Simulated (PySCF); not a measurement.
The system is FSiH, in a box.

```xyz
3
Lattice="11.0000 0.0000 0.0000 0.0000 11.0000 0.0000 0.0000 0.0000 11.0000" Properties=species:S:1:pos:R:3 pbc="T T T"
F     4.5217    5.5900    5.0252
Si    5.7987    6.1950    5.8013
H     6.5043    4.8470    6.0428
```

Base run:

- Program: PySCF 2.14.0
- Functional: AM05
- Potentials or basis: def2-svp (all-electron)
- k mesh: 1 × 1 × 1
- Occupations: fixed
- Spin: no spin polarisation

Its results: gap between the frontier levels 2.26 eV.

The run is repeated on the same cell with these changes: functional from AM05 to B3PW91. What comes out?

Gap between the frontier levels 4.01 eV.

B3PW91 gives the wider gap, since exact exchange removes part of the self-interaction.

Caveats: this is a molecule in a periodic box at the Γ point, so its band gap is the HOMO-LUMO gap; the basis of atomic orbitals isn't converged, which shifts pressures, moduli and gaps.

A k mesh can miss the band edges.

Not every run made on this cell is shown here.
